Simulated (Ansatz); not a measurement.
# GaH7SSi2: small, medium and large basis sets

An exercise on one series of results from a longer session: the logs are not shown, and one member is left open.

Program: Ansatz 0.2.0, Gaussian basis. Level of theory: one geometry, several basis sets. These are calculated values, not measurements.

Plan: PBE0-D4/def2-SVP; ωB97M-V/def2-SVP; PBE0-D4/def2-QZVPP; ωB97M-V/def2-QZVPP; the functionals' def2-TZVPP values are taken from earlier runs.

## Structure used throughout

An earlier PBE0-D4 in a triple-zeta def2 set relaxation fixed the geometry.

SMILES `[SiH3][SiH2][S][GaH2]`, 11 atoms, charge 0, spin multiplicity 1.

Atoms are counted from 1 here; the program's logs count them from 0.

Bond lengths: Si1–Si2 2.350 Å, Si1–H5 1.486 Å, Si1–H6 1.489 Å, Si1–H7 1.489 Å, Si2–S3 2.145 Å, Si2–H8 1.489 Å, Si2–H9 1.487 Å, S3–Ga4 2.200 Å, Ga4–H10 1.558 Å, Ga4–H11 1.563 Å. Angles: Si2–Si1–H5 111.8°, Si2–Si1–H6 109.4°, Si2–Si1–H7 109.6°, H5–Si1–H6 108.4°, H5–Si1–H7 108.8°, H6–Si1–H7 108.7°, Si1–Si2–S3 113.4°, Si1–Si2–H8 110.0°, Si1–Si2–H9 109.4°, S3–Si2–H8 110.5°, S3–Si2–H9 105.6°, H8–Si2–H9 107.7°, Si2–S3–Ga4 100.9°, S3–Ga4–H10 115.6°, S3–Ga4–H11 117.6°, H10–Ga4–H11 126.8°.

The first run:

in.yaml

```yaml
crystal:
  periodic: [false, false, false]
  atoms:
    - {symbol: Si, position_ang: [-1.392124, 0.971898, 0.041430]}
    - {symbol: Si, position_ang: [-0.071225, -0.443481, 1.372905]}
    - {symbol: S, position_ang: [1.987484, -0.503831, 0.772142]}
    - {symbol: Ga, position_ang: [1.780333, -0.677682, -1.411617]}
    - {symbol: H, position_ang: [-2.120231, 0.217411, -1.011426]}
    - {symbol: H, position_ang: [-2.391773, 1.667247, 0.898169]}
    - {symbol: H, position_ang: [-0.527591, 1.993499, -0.610381]}
    - {symbol: H, position_ang: [-0.649719, -1.815326, 1.388250]}
    - {symbol: H, position_ang: [-0.063827, 0.059614, 2.772704]}
    - {symbol: H, position_ang: [3.114814, -0.785796, -2.208167]}
    - {symbol: H, position_ang: [0.333868, -0.683543, -2.004010]}
basis:
  gaussian: {orbitals: def2-SVP}
hamiltonian: {xc: pbe0, dispersion: d4}
output: {orbitals: {seedname: orbitals}}
```

Launch:

```console
> ansatz run in.yaml --threads 4 --pin off --events-out ev --progress --plain --max-ram 10444MiB
```

Steps of the session up to this table: PBE0-D4 in def2-SVP; ωB97M-V in def2-SVP; PBE0-D4 in def2-QZVPP; ωB97M-V in def2-QZVPP.

One table of the session follows, with a row left open; its other results are not shown here.

It belongs to the step «Density functionals: the series». 

```
functional       basis  HOMO (eV)  LUMO (eV)
   PBE0-D4    def2-SVP      -7.47      -1.67
   PBE0-D4  def2-TZVPP      -7.49      -1.73
   PBE0-D4  def2-QZVPP          ?          ?
   ωB97M-V    def2-SVP      -9.48       0.07
   ωB97M-V  def2-TZVPP      -9.54      -0.04
   ωB97M-V  def2-QZVPP      -9.54      -0.17
```

Estimate the missing values for PBE0-D4, def2-QZVPP.

As computed: HOMO (eV): -7.49; LUMO (eV): -1.76.
